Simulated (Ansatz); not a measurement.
Born–Oppenheimer molecular dynamics of a periodic cell of 20 atoms, KMg₃AlGe₃O₁₀F₂ (host KMg3AlGe3O10F2, host structure P1). It goes on from the last frame of an earlier run, with new velocities.

Level of theory: DFT r2SCAN, scalar-relativistic, plane waves, PAW in Ansatz 0.2.0. Settings: accuracy low, cutoff 500 eV, k mesh 2x2x1, fermi-dirac smearing 0.05 eV, no spin polarisation.

```yaml
ensemble: NVT, Nosé–Hoover chain
time_step: 1 fs
steps_asked: 150
set_temperature: 1440 K
thermostat: time constant 100 fs, chain length 1
seed: 16355
```

First frame:

```xyz
20
Lattice="5.5750 0.0000 0.0000 2.7866 4.8299 0.0000 0.8968 1.6054 10.7318" Properties=species:S:1:pos:R:3
K 2.142 4.040 10.532
Mg 5.866 4.307 5.522
Mg 3.167 2.546 5.563
Mg 0.292 1.024 5.464
Al 5.122 5.756 8.254
Ge 5.138 2.402 8.212
Ge 4.106 1.156 2.587
Ge 4.119 4.154 2.521
O 3.792 1.664 8.944
O 5.672 4.116 8.715
O 5.648 4.748 2.016
O 3.859 2.665 1.792
O 5.024 5.841 6.433
O 4.964 2.660 6.463
O 4.074 0.979 4.396
O 4.122 4.144 4.279
O 3.618 6.285 8.868
O 0.116 0.669 1.758
F 2.145 4.167 6.397
F 6.433 2.578 4.600
```

(1) What does the run give?

(2) What happens to the structure?

(3) How do temperature and energy run in time?

## Answers

(1) All steps were run.

```yaml
steps_done: 150
time_covered: 150 fs
mean_temperature_over_the_second_half: 1303 K
spread_of_the_potential_energy_over_the_second_half: 30.0 meV per atom
mean_potential_energy_of_the_second_half_above_the_start: 45.9 meV per atom
```

The conserved energy stayed within 0.28 meV per atom of its start (net change 0.26 meV per atom), so the integration is sound. A run of 0.15 ps of so small a system gives no equilibrium averages. Limits of this set-up: coarse k mesh, low accuracy level.

(2) Mean squared displacements from the first frame to the last, about the centre of mass: K 0.60 Å², Mg 0.05 Å², Al 0.07 Å², Ge 0.05 Å², O 0.20 Å², F 0.22 Å². This is one draw of velocities; another would differ in detail.

(3) 
```csv
time (fs),T (K),potential energy less start (eV),conserved less start (meV/atom)
0,1440,0.000,0.00
12,1157,0.700,0.14
24,1395,0.128,-0.07
36,977,1.181,0.18
48,1305,0.421,0.03
60,1043,1.114,0.06
72,1258,0.661,0.09
84,1295,0.669,0.11
96,1465,0.358,-0.02
108,1310,0.851,0.05
120,928,1.895,0.15
132,1146,1.460,0.14
144,1737,0.201,-0.03
```

The run took 18 min on 2 threads of Intel(R) Xeon(R) Platinum 8259CL CPU @ 2.50GHz (Skylake/Cascade Lake) (shared host), peak memory 1.2 GiB.
